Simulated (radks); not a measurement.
# Valence configurations of Zr⁺

One table from this session's results is given with a row withheld; the runs are named, their logs left out.

The numbers are computed with radks (a radial shooting solver on a logarithmic mesh, Libxc functionals) version 1 (Dirac Kohn-Sham, PBE, spin-unpolarised, spherical densities, point nucleus; open shells fill j = l - 1/2 first), except any that are marked as measured or tabulated.

## The atom as given

* element: zirconium (Z = 40)
* charge: +1
* electrons: 39
* configuration: [Kr] 4d2 5s1
* others tried: 4d3; 4d2.5 5s0.5; 5s1 5p2; 5p3; 4d2 5p1; 4d1 5s1 5p1; 4d1 5p2; 4d1.5 5s1 5p0.5; 4d1 5s2

The first run:

Settings of this run:

```text
Z 40
configuration [Kr] 4d2 5s1
relativity Dirac
functional pbe,pbe
spin unpolarised
j_filling energy
nucleus point
c 137.035999084
```

Among the steps run: [Kr] 4d2 5s1.

One table of the session follows, with a row left open; its other results are not shown here.

It belongs to the step «[Kr] 4d2 5s1». Radial moments (bohr):

```
level     <r>  outermost maximum (interpolated)  90 % within  nodes
3d3/2       ?                                 ?            ?      ?
3d5/2  0.4540                             0.349        0.730      0
4s1/2   1.213                              1.08         1.77      3
4p1/2   1.347                              1.16         2.00      2
4p3/2   1.378                              1.19         2.05      2
4d3/2   2.128                              1.58         3.44      1
5s1/2   3.431                              3.00         5.01      4
4d5/2   2.148                              1.59         3.47      1
```

**Question.** Estimate the row for 3d3/2.

The run gave: <r>: 0.4505; outermost maximum (interpolated): 0.346; 90 % within: 0.725; nodes: 0. In the column «<r>» it is the lowest.
